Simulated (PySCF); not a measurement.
# A diatomic session: DyO, part 2 of 2

PySCF 2.14.0; Dy x2c-TZVPall, O x2c-TZVPall; spin-free X2C with a Gaussian nucleus.

## 10. CAM-B3LYP (range-separated hybrid)

The SCF at the reference distance, 1.790 Å, printed:

```text
[... 13 set-up lines left out, the same as in an earlier log ...]
max_memory 7000 MB (current use 2877 MB)
[... 3 set-up lines left out, the same as in an earlier log ...]
XC functionals = CAMB3LYP
    T. Yanai, D. P. Tew, and N. C. Handy.,  Chem. Phys. Lett. 393, 51 (2004)
[... 2 set-up lines left out, the same as in an earlier log ...]
init E= -12232.8560985696
cycle= 1 E= -12232.8568153854  delta_E= -0.000717  |g|= 0.0504  |ddm|= 0.0807
cycle= 2 E= -12232.853808007  delta_E= 0.00301  |g|= 0.124  |ddm|= 0.0837
cycle= 3 E= -12232.8575300755  delta_E= -0.00372  |g|= 0.00423  |ddm|= 0.0506
cycle= 4 E= -12232.8575407562  delta_E= -1.07e-05  |g|= 0.00265  |ddm|= 0.00611
cycle= 5 E= -12232.8575471655  delta_E= -6.41e-06  |g|= 0.00175  |ddm|= 0.00359
cycle= 6 E= -12232.8575525664  delta_E= -5.4e-06  |g|= 0.000848  |ddm|= 0.0045
cycle= 7 E= -12232.8575552189  delta_E= -2.65e-06  |g|= 0.000594  |ddm|= 0.00237
cycle= 8 E= -12232.8575570759  delta_E= -1.86e-06  |g|= 0.000467  |ddm|= 0.00206
cycle= 9 E= -12232.8575592957  delta_E= -2.22e-06  |g|= 0.000431  |ddm|= 0.00241
cycle= 10 E= -12232.8575659649  delta_E= -6.67e-06  |g|= 0.000294  |ddm|= 0.00897
cycle= 11 E= -12232.8575700028  delta_E= -4.04e-06  |g|= 0.000119  |ddm|= 0.0125
cycle= 12 E= -12232.8575700684  delta_E= -6.56e-08  |g|= 3.41e-05  |ddm|= 0.00132
cycle= 13 E= -12232.8575700717  delta_E= -3.3e-09  |g|= 1.84e-05  |ddm|= 0.000116
cycle= 14 E= -12232.8575700743  delta_E= -2.57e-09  |g|= 8.35e-06  |ddm|= 0.000281
cycle= 15 E= -12232.8575700746  delta_E= -3.06e-10  |g|= 6.88e-06  |ddm|= 2.96e-05
Extra cycle  E= -12232.8575700747  delta_E= -1.38e-10  |g|= 6.18e-06  |ddm|= 1.33e-05
converged SCF energy = -12232.8575700747  <S^2> = 12.007302  2S+1 = 7.0020861
```

Re = 1.791 Å, ωe = 871 cm⁻¹, ωexe = 2.41 cm⁻¹, αe = 0.00136 cm⁻¹, Be = 0.3605 cm⁻¹, De = 5.80 eV, μ = -4.96 D.

## 11. UHF

Output of the SCF at 1.790 Å, cut to the lines that bear on the results:

```text
******** <class 'pyscf.scf.uhf_symm.SymAdaptedUHF'> ********
method = SymAdaptedUHF
[... 11 set-up lines left out, the same as in an earlier log ...]
max_memory 7000 MB (current use 3195 MB)
[... 1 set-up line left out, the same as in an earlier log ...]
Overwritten attributes  get_j get_hcore get_jk get_occ get_k  of <class 'pyscf.scf.uhf_symm.SymAdaptedUHF'>
<class 'pyscf.scf.uhf_symm.SymAdaptedUHF'> does not have attributes  refdm
[... 1 set-up line left out, the same as in an earlier log ...]
init E= -12227.3431421314
cycle= 1 E= -12227.3919905337  delta_E= -0.0488  |g|= 0.128  |ddm|= 0.329
cycle= 2 E= -12227.3952394038  delta_E= -0.00325  |g|= 0.0909  |ddm|= 0.134
cycle= 3 E= -12227.3973922922  delta_E= -0.00215  |g|= 0.0251  |ddm|= 0.0518
cycle= 4 E= -12227.3978942834  delta_E= -0.000502  |g|= 0.0132  |ddm|= 0.0349
cycle= 5 E= -12227.3980486474  delta_E= -0.000154  |g|= 0.00825  |ddm|= 0.0162
cycle= 6 E= -12227.3982257544  delta_E= -0.000177  |g|= 0.00667  |ddm|= 0.0198
cycle= 7 E= -12227.3983743808  delta_E= -0.000149  |g|= 0.0059  |ddm|= 0.0157
cycle= 8 E= -12227.3985768693  delta_E= -0.000202  |g|= 0.00523  |ddm|= 0.0198
cycle= 9 E= -12227.3987640276  delta_E= -0.000187  |g|= 0.00474  |ddm|= 0.0179
cycle= 10 E= -12227.398988244  delta_E= -0.000224  |g|= 0.0043  |ddm|= 0.024
[... 12 lines of further cycles left out ...]
cycle= 23 E= -12227.4004034709  delta_E= -1.02e-08  |g|= 4.95e-05  |ddm|= 0.000365
cycle= 24 E= -12227.4004034707  delta_E= 2.24e-10  |g|= 3.51e-05  |ddm|= 0.000253
cycle= 25 E= -12227.400403475  delta_E= -4.33e-09  |g|= 2.6e-05  |ddm|= 0.000128
cycle= 26 E= -12227.4004034766  delta_E= -1.56e-09  |g|= 2.33e-05  |ddm|= 0.000103
cycle= 27 E= -12227.4004034817  delta_E= -5.09e-09  |g|= 2.1e-05  |ddm|= 0.000111
cycle= 28 E= -12227.4004034935  delta_E= -1.18e-08  |g|= 1.46e-05  |ddm|= 0.000323
cycle= 29 E= -12227.4004034987  delta_E= -5.21e-09  |g|= 1.06e-05  |ddm|= 0.000221
cycle= 30 E= -12227.4004035013  delta_E= -2.6e-09  |g|= 6.84e-06  |ddm|= 0.000176
cycle= 31 E= -12227.4004035025  delta_E= -1.2e-09  |g|= 4.29e-06  |ddm|= 0.000127
cycle= 32 E= -12227.4004035029  delta_E= -4.46e-10  |g|= 2.4e-06  |ddm|= 8.54e-05
Extra cycle  E= -12227.4004035029  delta_E= 3.64e-12  |g|= 2.1e-06  |ddm|= 3.57e-06
converged SCF energy = -12227.4004035029  <S^2> = 12.027624  2S+1 = 7.0078881
```

Re = 1.802 Å, ωe = 885 cm⁻¹, ωexe = 2.69 cm⁻¹, αe = 0.00130 cm⁻¹, Be = 0.3563 cm⁻¹, De = 5.78 eV, μ = -5.24 D.

## 12. Correlated methods on the Hartree–Fock reference

Reference: UHF; core orbitals frozen: 19.

Correlation energy (eV) along the bond:

| R (Å) | MP2 | SCS-MP2 |
| --- | --- | --- |
| 1.539 | -31.615 | -27.522 |
| 1.611 | -31.581 | -27.513 |
| 1.683 | -31.557 | -27.509 |
| 1.736 | -31.544 | -27.509 |
| 1.790 | -31.535 | -27.510 |
| 1.844 | -31.529 | -27.510 |
| 1.915 | -31.518 | -27.502 |
| 2.005 | -31.452 | -27.413 |
| 2.112 | -31.069 | -26.948 |
| 2.255 | -30.221 | -26.003 |

UHF-MP2: No constants are quoted: the points don't follow one smooth fit.

UHF-SCS-MP2: No constants are quoted: the points don't follow one smooth fit.

## 13. The curves together

Energy (eV) from each level's lowest point:

| R (Å) | UHF | UHF-MP2 | UHF-SCS-MP2 | PBE | PBEsol | BP86 | r²SCAN | PBE0 | CAM-B3LYP |
| --- | --- | --- | --- | --- | --- | --- | --- | --- | --- |
| 1.539 | 2.078 | 1.998 | 2.066 | 1.591 | 1.480 | 1.631 | 1.404 | 1.782 | 1.850 |
| 1.611 | 0.992 | 0.946 | 0.990 | 0.630 | 0.783 | 0.656 | 0.864 | 0.811 | 0.855 |
| 1.683 | 0.349 | 0.327 | 0.350 | 0.314 | 0.258 | 0.331 | 0.292 | 0.257 | 0.281 |
| 1.736 | 0.096 | 0.087 | 0.097 | 0.089 | 0.067 | 0.097 | 0.075 | 0.056 | 0.067 |
| 1.790 | 0.000 | 0.000 | 0.000 | 0.000 | 0.000 | 0.000 | 0.000 | 0.000 | 0.000 |
| 1.844 | 0.031 | 0.038 | 0.031 | 0.019 | 0.046 | 0.011 | 0.039 | 0.060 | 0.052 |
| 1.915 | 0.227 | 0.243 | 0.235 | 0.168 | 0.228 | 0.151 | 0.223 | 0.278 | 0.262 |
| 2.005 | 0.644 | 0.727 | 0.741 | 0.486 | 0.585 | 0.459 | 0.596 | 0.708 | 0.688 |
| 2.112 | 1.285 | 1.751 | 1.847 | 0.964 | 1.111 | 0.926 | 1.137 | 1.364 | 1.347 |
| 2.255 | 2.097 | 3.411 | 3.604 | 1.628 | 1.840 | 1.579 | 1.849 | 2.324 | 2.339 |

The whole job (state search and all levels along the bond) took 18 min on 4 threads of Arm Neoverse V2 (shared host), peak memory 11 GiB.

## 14. Results

The summary covers parts 1 to 2.

Lowest PBE0 solution found, without spin–orbit coupling: ⁷Φ (septet), unpaired electrons σ ↑, π ↑↑, δ ↑↑, φ ↑, about 9.1 electrons in the 4f shell (Mulliken). State 2 has its PBE0 minimum 0.04 eV higher, as a spin-mixed determinant (⟨S²⟩ = 6.99), so this is no gap between pure states. State 3 has its PBE0 minimum 1.66 eV higher. The other levels ran on the lowest alone.

| level | Re (Å) | ωe (cm⁻¹) | De (eV) | μ (D) |
| --- | --- | --- | --- | --- |
| UHF | 1.802 | 885 | 5.78 | -5.24 |
| PBE0 | 1.787 | 871 | 6.05 | -4.62 |
| CAM-B3LYP | 1.791 | 871 | 5.80 | -4.96 |

De is counted to Dy + O in their ground configurations. A positive dipole means Dy(−)O(+). No constants: UHF-MP2 (the points don't follow one smooth fit); UHF-SCS-MP2 (the points don't follow one smooth fit); PBE (the points don't follow one smooth fit); PBEsol (the points don't follow one smooth fit); BP86 (the points don't follow one smooth fit); r²SCAN (the points don't follow one smooth fit).

Time per point (s) on 4 threads of Arm Neoverse V2, shared host (CPU time, shared integrals of 10 s apart; correlated levels include their reference); the times are rough: UHF 11, PBE0 27, CAM-B3LYP 53.

**Reading.** The methods spread over 0.015 Å in bond length, from PBE0 to UHF. Of the levels with a De here, UHF gives the least (5.78 eV) and PBE0 the most (6.05 eV).

Correlated steps freeze 19 core orbitals. Spin–orbit coupling is left out, which matters for elements this heavy, above all for dissociation energies. The state is the lowest single determinant that the PBE0 search found; with open d or f shells the true ground state can be another one. At some levels the lowest empty orbital lies below the highest filled one (the two can be of opposite spin). With spin–orbit coupling the term label itself may not hold.
